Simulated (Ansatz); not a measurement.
# C₃H₆Si: basis-set convergence

One table from this session's results is given with a row withheld; the runs are named, their logs left out.

Computed with Ansatz 0.2.0, Gaussian basis. Level: one geometry, several basis sets.

Levels to be run: PBE0-D4/def2-SVP; ωB97M-V/def2-SVP; PBE0-D4/def2-QZVPP; ωB97M-V/def2-QZVPP; the functionals' def2-TZVPP values are taken from earlier runs.

**Structure used throughout**

All runs share one geometry, relaxed beforehand with PBE0-D4 in a triple-zeta def2 set.

SMILES `C[SiH]1C=C1`, 10 atoms, charge 0, spin multiplicity 1.

Atoms are counted from 1 here; the program's logs count them from 0.

Bond lengths: C1–Si2 1.863 Å, C1–H5 1.091 Å, C1–H6 1.093 Å, C1–H7 1.093 Å, Si2–C3 1.807 Å, Si2–C4 1.807 Å, Si2–H8 1.486 Å, C3–C4 1.334 Å, C3–H9 1.084 Å, C4–H10 1.084 Å. Angles: Si2–C1–H5 110.7°, Si2–C1–H6 110.6°, Si2–C1–H7 110.7°, H5–C1–H6 108.5°, H5–C1–H7 108.6°, H6–C1–H7 107.6°, C1–Si2–C3 123.4°, C1–Si2–C4 123.4°, C1–Si2–H8 111.1°, C3–Si2–C4 43.3°, C3–Si2–H8 120.0°, C4–Si2–H8 120.0°, Si2–C3–C4 68.3°, Si2–C3–H9 156.7°, C4–C3–H9 134.9°, Si2–C4–C3 68.3°, Si2–C4–H10 156.7°, C3–C4–H10 134.9°.

Geometry (Å):

```csv
atom,x (Å),y (Å),z (Å)
C1,-1.3039,0.2939,-0.9206
Si2,-0.2380,-0.2505,0.5065
C3,1.4867,-0.7569,0.3232
C4,1.3852,0.4589,0.8624
H5,-0.6897,0.6890,-1.7317
H6,-2.0040,1.0715,-0.6040
H7,-1.8913,-0.5440,-1.3052
H8,-1.0634,-0.8081,1.6087
H9,2.3098,-1.4081,0.0528
H10,2.0917,1.2032,1.2107
```

The first run:

File in.yaml:

```yaml
crystal:
  periodic: [false, false, false]
  atoms:
    - {symbol: C, position_ang: [-1.303902, 0.293871, -0.920626]}
    - {symbol: Si, position_ang: [-0.237961, -0.250475, 0.506479]}
    - {symbol: C, position_ang: [1.486735, -0.756855, 0.323184]}
    - {symbol: C, position_ang: [1.385166, 0.458931, 0.862428]}
    - {symbol: H, position_ang: [-0.689683, 0.688990, -1.731742]}
    - {symbol: H, position_ang: [-2.003994, 1.071501, -0.604039]}
    - {symbol: H, position_ang: [-1.891327, -0.544016, -1.305188]}
    - {symbol: H, position_ang: [-1.063440, -0.808094, 1.608726]}
    - {symbol: H, position_ang: [2.309761, -1.408080, 0.052841]}
    - {symbol: H, position_ang: [2.091746, 1.203225, 1.210736]}
basis:
  gaussian: {orbitals: def2-SVP}
hamiltonian: {xc: pbe0, dispersion: d4}
output: {orbitals: {seedname: orbitals}}
```

Run with:

```
$ ansatz run in.yaml --threads 2 --pin off --events-out ev --progress --plain --max-ram 4352MiB
```

Steps of the session up to this table: PBE0-D4 in def2-SVP; ωB97M-V in def2-SVP; PBE0-D4 in def2-QZVPP; ωB97M-V in def2-QZVPP.

One table of the session follows, with a row left open; its other results are not shown here.

| functional | basis | HOMO (eV) | LUMO (eV) |
| --- | --- | --- | --- |
| PBE0-D4 | def2-SVP | -7.20 | 0.13 |
| PBE0-D4 | def2-TZVPP | -7.20 | -0.11 |
| PBE0-D4 | def2-QZVPP | -7.21 | -0.20 |
| ωB97M-V | def2-SVP | -9.35 | 2.43 |
| ωB97M-V | def2-TZVPP | ? | ? |
| ωB97M-V | def2-QZVPP | -9.38 | 1.69 |

Estimate the missing values for ωB97M-V, def2-TZVPP.

The run gave: HOMO (eV): -9.37; LUMO (eV): 1.99. In the column «HOMO (eV)» it lies between ωB97M-V, def2-QZVPP (-9.38) and ωB97M-V, def2-SVP (-9.35).
